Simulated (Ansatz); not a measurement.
Which YAML input does this script hand to the engine? (the Python package of Ansatz (0.2.0))

The script, `mg.py`:
```python
"""Mg from an input typed as a mapping."""

import ansatz as az
import numpy as np


def main() -> None:
    deck = {
        "crystal": {
            "lattice": [
                [-1.835992, 1.835992, 1.679404],
                [1.835992, -1.835992, 1.679404],
                [1.835992, 1.835992, -1.679404],
            ],
            "atoms": [{"symbol": "Mg", "position": [0.0, 0.0, 0.0]}],
        },
        "kpoints": {"mp_grid": {"grid": [9, 9, 9]}},
        "hamiltonian": {"xc": "pbesol"},
        "scf": {"occupations": {"method": "fermi_dirac", "width": 0.1}},
        "output": {"stress": True, "eigenvalues": True},
    }

    outcome = az.Session.from_dict(deck).plan().execute()
    data = outcome.report

    print(f"free energy      {data['free_energy_ev']:.5f} eV")
    print(f"per atom         {data['free_energy_ev'] / len(outcome.lattice.sites):.5f} eV")
    print(f"SCF iterations   {data['n_iterations']}  (converged: {data['converged']})")

    fermi = data["fermi_energy_ev"]
    print("levels less the Fermi level (eV) at the first k-points")
    for k, levels in list(zip(data["kpoints_frac"], data["eigenvalues_ev"]))[:6]:
        print("k = ({:.3f}, {:.3f}, {:.3f})".format(*k))
        print("   ", " ".join(f"{e - fermi:.3f}" for e in levels))

    gap = None if "band_edges_ev" not in data else data["band_edges_ev"][1] - data["band_edges_ev"][0]
    print("gap on the k mesh:", "withheld (metal, or smearing too wide to tell)" if gap is None else f"{gap:.3f} eV")
    print("lowest empty less highest filled band, by band count:", round(data["gap_by_band_count_ev"], 3), "eV")

    # the stress is positive in compression
    sigma = data["stress_gpa"]
    voigt = [sigma[0][0], sigma[1][1], sigma[2][2], sigma[1][2], sigma[0][2], sigma[0][1]]
    print("stress xx yy zz yz xz xy (GPa, compression positive):", " ".join(f"{s:.3f}" for s in voigt))
    print("P =", round(10 * float(np.mean(voigt[:3])), 2), "kbar")

    print("doubts on the final state:", data["published_state_doubts"] or "none")
    print("warnings:", sorted({n["data"]["kind"] for n in outcome.notices if n["data"].get("severity") in ("warning", "doubt")}) or "none")

    used = data["setup"]
    print("cutoffs (eV):", used["ecut_ev"], used["ecutrho_ev"], " FFT grid:", used["fft_dense"])
    print("cell volume {:.3f} A^3, {} symmetry operations".format(used["cell_volume_ang3"], used["n_sym_ops"]))


if __name__ == "__main__":
    main()
```

```console
$ python mg.py
DeckWarning: basis.ecutwfc = 420 eV, auto-derived from the records' recommended cutoffs: set by Mg (normal level)
free energy      -1912.02342 eV
per atom         -1912.02342 eV
SCF iterations   6  (converged: True)
levels less the Fermi level (eV) at the first k-points
k = (0.000, 0.000, 0.000)
    -75.718 -42.643 -42.643 -42.637 -7.043 11.921 13.775 13.775 14.109
k = (0.000, 0.000, 0.111)
    -75.718 -42.648 -42.643 -42.638 -6.766 9.349 12.772 12.864 13.273
k = (0.000, 0.000, 0.222)
    -75.717 -42.658 -42.643 -42.641 -5.941 5.756 11.374 11.723 12.968
k = (0.000, 0.000, 0.333)
    -75.715 -42.670 -42.645 -42.642 -4.583 2.496 10.361 10.927 12.002
k = (0.000, 0.000, 0.444)
    -75.715 -42.678 -42.647 -42.642 -2.722 -0.321 9.842 10.527 11.518
k = (0.000, 0.111, 0.000)
    -75.718 -42.646 -42.645 -42.639 -6.739 10.877 10.888 12.413 12.557
gap on the k mesh: withheld (metal, or smearing too wide to tell)
lowest empty less highest filled band, by band count: -3.89 eV
stress xx yy zz yz xz xy (GPa, compression positive): -0.258 -0.258 -0.064 0.000 -0.000 -0.000
P = -1.93 kbar
doubts on the final state: none
warnings: none
cutoffs (eV): 420.0 1680.0  FFT grid: [24, 24, 24]
cell volume 22.644 A^3, 16 symmetry operations
```
(Warnings from the package without file and line, repeats left out.)

`input.yaml`:
```yaml
crystal:
  lattice:
    - [-1.835992, 1.835992, 1.679404]
    - [1.835992, -1.835992, 1.679404]
    - [1.835992, 1.835992, -1.679404]
  atoms:
    - { symbol: Mg, position: [0.0, 0.0, 0.0] }
kpoints:
  mp_grid:
    grid: [9, 9, 9]
hamiltonian:
  xc: pbesol
scf:
  occupations:
    method: fermi_dirac
    width: 0.1
output:
  stress: true
  eigenvalues: true
```

Absolute energies stand on the zero of these potentials, so only differences at equal settings mean something. The computed bands are complete only to about 5.6 eV above the Fermi level. For a metal this k-point mesh is coarse: on a finer one energies can move by several to tens of meV an atom and pressures by half a GPa or more, differences at one mesh by less. A gap by band count of zero or less means overlapping bands, a metal. This isn't the structure that Mg takes at ambient conditions. Gaps and levels are Kohn-Sham values on a finite set of k-points. Timing: 1.3 s on 1 thread of Intel(R) Xeon(R) Platinum 8259CL CPU @ 2.50GHz (Skylake/Cascade Lake), with other jobs on the host, peak memory 0.34 GiB.

(Lines on the test bed's own set-up are left out of the output.)
